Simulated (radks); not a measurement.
**Xe⁺ in [Kr] 4d10 5p5 6s2: an all-electron calculation**

What are the levels of the xenon ion Xe+, how large are its shells, and how does its energy divide?

Method: scalar-relativistic Kohn-Sham, BLYP, spin-polarised, spherical densities, finite nucleus; open shells are filled with parallel spins first. Code: radks (a radial shooting solver on a logarithmic mesh, Libxc functionals) version 1.

## (1) What is computed

| Property | Result |
| --- | --- |
| element | xenon (Z = 54) |
| charge | +1 |
| electrons | 53 |
| configuration | [Kr] 4d10 5p5 6s2 |
| nuclear rms radius | 4.7859 fm |

Outer shells as boxes (Hund's rule):

Xe⁺
```
[Kr] core
4d [↑↓][↑↓][↑↓][↑↓][↑↓]
5p [↑↓][↑↓][↑ ]
6s [↑↓]
```

## (2) The run

Settings of this run:

```text
Z 54
configuration [Kr] 4d10 5p5 6s2 5s0 5d0 6p0
relativity scalar-relativistic
functional b88,lyp
spin polarised
nucleus finite rms 4.7859 fm
c 137.035999084
```

Q: Predict the outcome of this run.

As calculated:

```
                        quantity                     value
                    total energy       -7445.32459 hartree
exchange-correlation share of it                    2.50 %
                            −T/E                    1.0516
          highest occupied level        6s down, -8.349 eV
    most extended occupied level  6s down, <r> = 4.26 bohr
 radius at density 0.001 e/bohr³                 5.35 bohr
    maxima of the radial density                         4
```

What this shows: The radial density shows 4 maxima for 6 occupied principal shells; where shells overlap, one shows as a shoulder or not at all. −T/E is 1.052: with relativity the kinetic term as defined here no longer equals −E. This is not the tabulated ground configuration, so its levels and sizes aren't those of the ground state, and no measured value stands beside it.
